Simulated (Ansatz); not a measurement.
**FH5O2SiSn: up Jacob's ladder to CCSD(T)**

The task here is to estimate one member of a computed series from the others.

Computed with Ansatz 0.2.0, Gaussian basis. Level: functionals in def2-TZVPP, the program's frozen cores in correlated methods.

Plan: LDA (SPW92), PBE-D4, revPBE-D4, BLYP-D4, r2SCAN-D4, B97M-V, PBE0-D4, B3LYP-D4, r2SCANh-D4, r2SCAN0-D4, HSE06-D4, BHLYP-D4, CAM-B3LYP-D4, LC-ωPBE, ωB97X-V, ωB97M-V, B2PLYP, PBE-QIDH; CCSD(T)/def2-SVP; CCSD(T)/def2-TZVPP; MP2/def2-QZVPP; extrapolation to the limit; RPA on PBE.

### The geometry

The geometry comes from an earlier relaxation with PBE0-D4 in a triple-zeta def2 set; it is a stationary point, not always the lowest conformer. Sn takes the def2 core potential; no spin-orbit term is included.

SMILES `O[SiH](F)[O][SnH3]`, 10 atoms, charge 0, spin multiplicity 1.

Atoms are counted from 1 here; the program's logs count them from 0.

Bond lengths: O1–Si2 1.638 Å, O1–H6 0.958 Å, Si2–F3 1.597 Å, Si2–O4 1.599 Å, Si2–H7 1.473 Å, O4–Sn5 1.977 Å, Sn5–H8 1.700 Å, Sn5–H9 1.700 Å, Sn5–H10 1.701 Å. Angles: Si2–O1–H6 118.6°, O1–Si2–F3 107.7°, O1–Si2–O4 107.7°, O1–Si2–H7 112.7°, F3–Si2–O4 111.6°, F3–Si2–H7 105.9°, O4–Si2–H7 111.1°, Si2–O4–Sn5 132.2°, O4–Sn5–H8 106.2°, O4–Sn5–H9 102.8°, O4–Sn5–H10 107.2°, H8–Sn5–H9 113.1°, H8–Sn5–H10 113.4°, H9–Sn5–H10 113.1°.

The first run:

Contents of in.yaml:

```yaml
crystal:
  periodic: [false, false, false]
  atoms:
    - {symbol: O, position_ang: [0.788810, 0.591988, -1.522170]}
    - {symbol: Si, position_ang: [-0.127446, -0.730194, -1.214117]}
    - {symbol: F, position_ang: [-1.560478, -0.495336, -1.879519]}
    - {symbol: O, position_ang: [-0.233808, -0.889637, 0.373687]}
    - {symbol: Sn, position_ang: [-0.020945, 0.402778, 1.854881]}
    - {symbol: H, position_ang: [0.759737, 0.976122, -2.399108]}
    - {symbol: H, position_ang: [0.411297, -1.953059, -1.834546]}
    - {symbol: H, position_ang: [1.649772, 0.681812, 2.004726]}
    - {symbol: H, position_ang: [-0.680221, -0.431924, 3.180978]}
    - {symbol: H, position_ang: [-0.903619, 1.796349, 1.438087]}
basis:
  gaussian: {orbitals: def2-TZVPP}
hamiltonian: {xc: lda}
output: {orbitals: {seedname: orbitals}}
```

Launch:

```sh
$ ansatz run in.yaml --threads 4 --pin off --events-out ev --progress --plain --max-ram 10444MiB
```

Steps of the session up to this table: LDA; PBE-D4 (GGA); revPBE-D4 (GGA); BLYP-D4 (GGA); r2SCAN-D4 (meta-GGA); B97M-V (meta-GGA); PBE0-D4 (hybrid); B3LYP-D4 (hybrid); r2SCANh-D4 (hybrid); r2SCAN0-D4 (hybrid); HSE06-D4 (hybrid); BHLYP-D4 (hybrid); CAM-B3LYP-D4 (range-separated); LC-ωPBE (range-separated); ωB97X-V (range-separated); ωB97M-V (range-separated); B2PLYP (double hybrid); PBE-QIDH (double hybrid).

One of the session's tables, all rows but one given; the rest of the session is left out.

It belongs to the step «Orbital energies across the functionals». 

| functional | HOMO (eV) | gap (eV) |
| --- | --- | --- |
| LDA (SPW92) | -7.51 | 5.85 |
| PBE-D4 | -7.38 | 5.96 |
| revPBE-D4 | -7.32 | 6.02 |
| BLYP-D4 | -7.27 | 5.94 |
| r2SCAN-D4 | -7.74 | 6.70 |
| B97M-V | -7.87 | 6.57 |
| PBE0-D4 | -8.86 | 8.24 |
| B3LYP-D4 | -8.63 | 7.76 |
| r2SCANh-D4 | -8.29 | 7.53 |
| r2SCAN0-D4 | -9.10 | 8.73 |
| HSE06-D4 | -8.45 | 7.48 |
| BHLYP-D4 | -10.21 | 10.32 |
| CAM-B3LYP-D4 | -10.26 | 10.50 |
| LC-ωPBE | -11.61 | 12.98 |
| ωB97X-V | ? | ? |
| ωB97M-V | -11.15 | 12.02 |

Estimate the missing values for ωB97X-V.

**Answer.** HOMO (eV): -11.28; gap (eV): 12.50. In the column «HOMO (eV)» it lies between LC-ωPBE (-11.61) and ωB97M-V (-11.15).
